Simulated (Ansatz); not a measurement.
# Hf3H8: the cost of one run

Computed with Ansatz 0.2.0 (DFT PBE, scalar-relativistic, plane waves, PAW, unless a step's input says otherwise).

### Step 1. The system as given

It takes space group Pm-3m (No. 221, cubic). Conventional cell: a = 4.654 Å, b = 4.654 Å, c = 4.654 Å, α = 90.00°, β = 90.00°, γ = 90.00°. Hf (site symmetry 4/mmm) has 8 H at 2.03 Å as nearest neighbours. Around H (site symmetry 3m) lie 3 Hf at 2.03 Å.

Coordinates:

```cif
data_structure
_symmetry_space_group_name_H-M 'Pm-3m'
_symmetry_Int_Tables_number 221
_cell_length_a 4.6543
_cell_length_b 4.6543
_cell_length_c 4.6543
_cell_angle_alpha 90.000
_cell_angle_beta 90.000
_cell_angle_gamma 90.000
_cell_volume 100.82
loop_
_atom_site_label
_atom_site_type_symbol
_atom_site_symmetry_multiplicity
_atom_site_Wyckoff_symbol
_atom_site_fract_x
_atom_site_fract_y
_atom_site_fract_z
_atom_site_occupancy
Hf1 Hf 3 d 0.50000 0.00000 0.00000 1
H1 H 8 g 0.74521 0.74521 0.74521 1
```

It is the end of an earlier relaxation with the same method, from a generated guess; it needn't be the stable form of this composition. At a tolerance of 0.05 Å it has space group Pm-3m (No. 221); it has 9.17 Å³/atom, an uncorrected energy of -0.35 eV/atom over the elements.

### Step 2. Electronic structure at the relaxed geometry

File input.yaml:

```yaml
crystal:
  lattice:
    - [4.6542751464, 0.0, 0.0]
    - [0.0, 4.6542751464, 0.0]
    - [0.0, 0.0, 4.6542751464]
  atoms:
    - { symbol: Hf, position: [0.5, 0.0, 0.0] }
    - { symbol: Hf, position: [0.0, 0.5, 0.0] }
    - { symbol: Hf, position: [0.0, 0.0, 0.5] }
    - { symbol: H, position: [0.7452131249, 0.7452131249, 0.7452131249] }
    - { symbol: H, position: [0.2547868751, 0.2547868751, 0.7452131249] }
    - { symbol: H, position: [0.2547868751, 0.7452131249, 0.2547868751] }
    - { symbol: H, position: [0.7452131249, 0.2547868751, 0.2547868751] }
    - { symbol: H, position: [0.7452131249, 0.7452131249, 0.2547868751] }
    - { symbol: H, position: [0.2547868751, 0.2547868751, 0.2547868751] }
    - { symbol: H, position: [0.7452131249, 0.2547868751, 0.7452131249] }
    - { symbol: H, position: [0.2547868751, 0.7452131249, 0.7452131249] }
basis:
  ecutwfc: 420
kpoints:
  mp_grid: { grid: [8, 8, 8] }
  band_path:
    path:
      - [[0.0, 0.0, 0.0], [0.0, 0.5, 0.0], [0.5, 0.5, 0.0], [0.0, 0.0, 0.0], [0.5, 0.5, 0.5], [0.0, 0.5, 0.0]]
      - [[0.5, 0.5, 0.5], [0.5, 0.5, 0.0]]
    npoints: 10
hamiltonian:
  xc: pbe
scf:
  occupations: { method: gaussian, width: 0.1 }
  n_extra_bands: 27
output:
  forces: true
  stress: true
  eigenvalues: true
  populations: true
  dos: { projected: true, de: 0.02, nscf_kmesh: { grid: [10, 10, 10] } }
  bader: false
  write_density: true
  write_potential: true
  elf: true
  volumetric_format: npy
```

The run is started by

```console
$ ansatz run input.yaml --threads 1 --pin off --max-ram 2048MiB --backend cpu --events-out ev --progress --plain --runs-dir out
```

**Question.** How long does this run take on 1 thread of Arm Neoverse V2, shared host, and how much memory does it need?

About 48 s, with a peak of 0.59 GiB.
